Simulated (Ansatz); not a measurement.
**Ag+ with H₂O₂: structure and interaction energy**

Aim: relax the pair, then compute its interaction energy with counterpoise at many levels, up to CCSD(T).

The runs use Ansatz 0.2.0, Gaussian basis; PBE0-D4 structure, single points in def2-TZVPPD.

Levels: PBE-D4, revPBE-D4, BLYP-D4, r2SCAN-D4, B97M-V, PBE0-D4, B3LYP-D4, HSE06-D4, wB97X-V, wB97M-V, B2PLYP, Hartree-Fock, MP2, CCSD, CCSD(T). The reference is CCSD(T) extrapolated to the basis limit. For elements past Ar these valence bases correlate outer-core shells poorly, so that limit is rough.

Cores are frozen in the correlated methods. Filled d shells of the heavier atoms are correlated. Core potentials replace the inner electrons past krypton, and spin-orbit coupling is left out. B3LYP uses VWN-RPA correlation. B2PLYP carries no dispersion term here.

25 further runs of the same task are left out: 25 set aside as unsound or not needed.

## 1. Where the work starts

The pair, from a GFN2-xTB docking trial: 5 atoms, charge 1, spin multiplicity 1.

Atoms are counted from 1 here; the program's logs count them from 0.

Bond lengths: Ag1–O2 2.428 Å, Ag1–O3 2.424 Å, O2–O3 1.428 Å, O2–H4 0.979 Å, O3–H5 0.978 Å. Angles: O2–Ag1–O3 34.2°, Ag1–O2–O3 72.8°, Ag1–O2–H4 134.3°, O3–O2–H4 105.0°, Ag1–O3–O2 73.0°, Ag1–O3–H5 136.3°, O2–O3–H5 105.2°.

As a file:

```xyz
5

Ag    0.0818    0.0535   -2.1122
O    -0.7211    0.0484    0.1789
O     0.7030   -0.0478    0.2290
H    -1.0437   -0.6462    0.7893
H     0.9800    0.5922    0.9150
```

Atoms 1 to 1 are fragment A (Ag+), the rest fragment B (H₂O₂).

## 2. A first relaxation in a small basis

Input file pre/in.yaml:

```yaml
crystal:
  periodic: [false, false, false]
  atoms:
    - {symbol: Ag, position_ang: [0.081800, 0.053500, -2.112200]}
    - {symbol: O, position_ang: [-0.721100, 0.048400, 0.178900]}
    - {symbol: O, position_ang: [0.703000, -0.047800, 0.229000]}
    - {symbol: H, position_ang: [-1.043700, -0.646200, 0.789300]}
    - {symbol: H, position_ang: [0.980000, 0.592200, 0.915000]}
basis:
  gaussian: {orbitals: def2-SVP}
total_charge: 1
hamiltonian: {xc: pbe, dispersion: d4}
relax: {f_tol: 0.03, max_steps: 250}
```

The command line of these runs was not kept.

The runs that follow: Relaxation at PBE0-D4; CCSD(T)/def2-TZVPPD; MP2/def2-QZVPPD; Vibrations of the pair.

Before running it: what results should come out? Wanted: interaction energy, CCSD(T)/CBS; of it Hartree-Fock; D4 term of PBE0-D4; shortest contact; lowest wavenumber.

As calculated:

| quantity | value |
| --- | --- |
| interaction energy, CCSD(T)/CBS | -1213 meV |
| of it Hartree-Fock (basis limit) | -878 meV |
| D4 term of PBE0-D4 | -35 meV |
| shortest contact | Ag1–O2 2.27 Å |
| lowest wavenumber | 101 cm⁻¹ |

**Reading.** The pair is bound by 1213 meV at fixed fragment shapes. Hartree-Fock gives 72 % of it, so electrostatics, induction and charge transfer lead. The functionals run from revPBE-D4, off by -6 meV, to r2SCAN-D4, off by -148 meV, against CCSD(T)/CBS. By rung, the mean size of the error is: GGA 73, meta-GGA 112, hybrid 24, screened hybrid 7, range-separated hybrid 24, double hybrid 44 meV. PBE-D4 gives an interaction energy 112 meV too low, an error of 9 % of the reference. CCSD(T) moves by -113 meV from triple zeta to the limit; gaps between functionals far smaller than that don't rank them. A lower arrangement may exist.
